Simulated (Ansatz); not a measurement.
The system is ScTaN.

```
Ta Sc N
1.0
     3.08507    0.00000    0.00000
    -1.54253    2.67175    0.00000
     0.00000    0.00000   10.34014
Ta Sc N
2 2 2
Direct
  0.33333 0.66667 0.24563
  0.66667 0.33333 0.75437
  0.00000 0.00000 0.00000
  0.00000 0.00000 0.50000
  0.33333 0.66667 0.62984
  0.66667 0.33333 0.37016
```

The cell comes from a database or a generator and needn't be the stable form of this composition.

```yaml
Program: Ansatz 0.2.0
Task: relaxation of cell and atoms
Functional: PBEsol
Potentials_or_basis: Ansatz PAW
Cutoff: "420 eV (not typed: the program's choice for these potentials)"
k_mesh: 10 × 10 × 3
Occupations: fermi-dirac, width 0.05 eV
Spin: no spin polarisation
```

At the start: volume 14.20 Å³/atom.

Problem. How do energy, volume and symmetry change on relaxing?

Solution. It ends after 8 steps and the volume is 13.74 Å³/atom (-3.3 %); space group P-3m1 (No. 164, to 0.05 Å).

The path:
| step | energy change (eV) | largest force (eV/Å) | volume (Å³) |
| --- | --- | --- | --- |
| 1 | 0.0000 | 0.3302 | 85.23 |
| 2 | -0.0619 | 0.0566 | 82.85 |
| 3 | -0.0639 | 0.0076 | 82.43 |
| 4 | -0.0639 | 0.0044 | 82.46 |
| 5 | -0.0639 | 0.0002 | 82.47 |
| 6 | -0.0601 | 0.0003 | 82.47 |
| 7 | -0.0602 | 0.0001 | 82.44 |
| 8 | -0.0601 | 0.0001 | 82.44 |

Final structure:
```xyz
6
Lattice="3.0532 0.0000 0.0000 -1.5266 2.6442 0.0000 0.0000 0.0000 10.2114" Properties=species:S:1:pos:R:3 pbc="T T T"
Ta    0.0000    1.7628    2.5096
Ta    1.5266    0.8814    7.7018
Sc    0.0000    0.0000    0.0000
Sc    0.0000    0.0000    5.1057
N     0.0000    1.7628    6.4320
N     1.5266    0.8814    3.7794
```

Caveat: the plane-wave basis is chosen anew once the cell has moved, so the energies of steps on either side of that aren't comparable; the PAW data sets come from PBE, with cores solved anew for the run's functional, which leaves a small shift of forces and pressure.
